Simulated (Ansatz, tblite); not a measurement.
# The cluster Mo₂O₆: a ladder of methods and basis sets

An exercise on one series of results from a longer session: the logs are not shown, and one member is left open.

Program: Ansatz 0.2.0, Gaussian basis. Level of theory: as each input shows. These are calculated values, not measurements.

Levels to be run: GFN1-xTB, GFN2-xTB, PBE-D4/def2-TZVP, r2SCAN-D4/def2-TZVP, ωB97X-V/def2-TZVP, r2SCAN0-D4/def2-TZVP, LC-ωPBE(0.10)/def2-SVP, LC-ωPBE(0.15)/def2-SVP, LC-ωPBE(0.20)/def2-SVP, LC-ωPBE(0.30)/def2-SVP, PBE-D4/def2-SVP, PBE0-D4/def2-SVP, PBE0-D4/def2-TZVPD, PBE-D4/def2-TZVPD, r2SCAN-D4/def2-TZVPD, CCSD(T)/def2-SVP, MP2/def2-TZVP, RPA/def2-TZVP.

2 further runs of the same task are left out: 2 set aside as unsound or not needed.

**The structure**

The singlet was relaxed beforehand with r2SCAN-D4/def2-SVP. At that level it is the lowest of the isomers that a small search found.

8 atoms, charge 0, spin multiplicity 1.

Bond lengths: Mo1–O5 1.913 Å, Mo1–O6 1.913 Å, Mo1–O7 1.684 Å, Mo1–O8 1.684 Å, Mo2–O3 1.684 Å, Mo2–O4 1.684 Å, Mo2–O5 1.913 Å, Mo2–O6 1.913 Å. Angles: O5–Mo1–O6 82.6°, O5–Mo1–O7 115.7°, O5–Mo1–O8 115.7°, O6–Mo1–O7 115.7°, O6–Mo1–O8 115.7°, O7–Mo1–O8 109.6°, O3–Mo2–O4 109.6°, O3–Mo2–O5 115.7°, O3–Mo2–O6 115.7°, O4–Mo2–O5 115.7°, O4–Mo2–O6 115.7°, O5–Mo2–O6 82.6°, Mo1–O5–Mo2 97.4°, Mo1–O6–Mo2 97.4°.

Mo takes a core potential in the def2 sets. No spin-orbit coupling is included.

PBE0-D4/def2-TZVP was run before; its log isn't repeated, and its numbers join the tables.

The first run:

Tight binding, by tblite at 300 K electronic temperature and without a spin-polarisation term:

```python
tblite.interface.Calculator('GFN1-xTB', numbers, positions, charge=0, uhf=0).singlepoint()
```

Tight binding, by tblite at 300 K electronic temperature and without a spin-polarisation term:

```python
tblite.interface.Calculator('GFN2-xTB', numbers, positions, charge=0, uhf=0).singlepoint()
```

start.molden holds the orbitals of an earlier run on this state, given as this run's starting guess.

in.yaml reads:

```yaml
crystal:
  periodic: [false, false, false]
  atoms:
    - {symbol: Mo, position_ang: [-1.077497, -0.929910, -0.198790]}
    - {symbol: Mo, position_ang: [1.077507, 0.929899, 0.198812]}
    - {symbol: O, position_ang: [2.214585, 0.847645, 1.438312]}
    - {symbol: O, position_ang: [1.396054, 2.268484, -0.772161]}
    - {symbol: O, position_ang: [0.746765, -0.708819, -0.732045]}
    - {symbol: O, position_ang: [-0.746721, 0.708733, 0.732168]}
    - {symbol: O, position_ang: [-2.214487, -0.847489, -1.438361]}
    - {symbol: O, position_ang: [-1.396206, -2.268543, 0.772065]}
basis:
  gaussian: {orbitals: def2-TZVP, initial_orbitals: start.molden}
hamiltonian: {xc: pbe, dispersion: d4}
scf: {omitted_lower_state_checks: [starts]}
output: {orbitals: {seedname: orbitals}}
```

Command:

```sh
$ ansatz run in.yaml --threads 2 --pin off --events-out ev --progress --plain --max-ram 32768MiB --backend cpu
```

Steps of the session up to this table: PBE-D4/def2-TZVP; r2SCAN-D4/def2-TZVP; ωB97X-V/def2-TZVP; r2SCAN0-D4/def2-TZVP; LC-ωPBE(0.10)/def2-SVP; LC-ωPBE(0.15)/def2-SVP; LC-ωPBE(0.20)/def2-SVP; LC-ωPBE(0.30)/def2-SVP; PBE-D4/def2-SVP; PBE0-D4/def2-SVP; PBE0-D4/def2-TZVPD; PBE-D4/def2-TZVPD; r2SCAN-D4/def2-TZVPD; CCSD(T)/def2-SVP; MP2/def2-TZVP; RPA/def2-TZVP.

One table of the session follows, with a row left open; its other results are not shown here.

| method | binding an atom (eV) |
| --- | --- |
| HF/def2-SVP | 1.669 |
| HF/def2-TZVP | 1.727 |
| PBE-D4/def2-SVP | ? |
| PBE-D4/def2-TZVP | 5.605 |
| PBE-D4/def2-TZVPD | 5.605 |
| r2SCAN-D4/def2-TZVP | 5.181 |
| r2SCAN-D4/def2-TZVPD | 5.191 |
| PBE0-D4/def2-SVP | 4.954 |
| PBE0-D4/def2-TZVP | 4.911 |
| PBE0-D4/def2-TZVPD | 4.922 |
| r2SCAN0-D4/def2-TZVP | 4.582 |
| ωB97X-V/def2-TZVP | 5.113 |
| RPA/def2-TZVP | 4.822 |
| MP2/def2-SVP | 5.341 |
| MP2/def2-TZVP | 5.648 |
| CCSD/def2-SVP | 4.333 |
| CCSD(T)/def2-SVP | 4.708 |

Q: Estimate the row for PBE-D4/def2-SVP from the others.

As computed: binding an atom (eV): 5.702. In the column «binding an atom (eV)» it is the highest.

Some runs used a GPU and others CPU threads alone, so the times don't compare the methods' cost.

Caveats from the session: Free atoms were run apart at each level; binding is atoms less cluster, divided by the number of atoms, without zero-point or spin-orbit terms. The yardstick is in a double-zeta basis, so levels in larger sets aren't compared like for like.
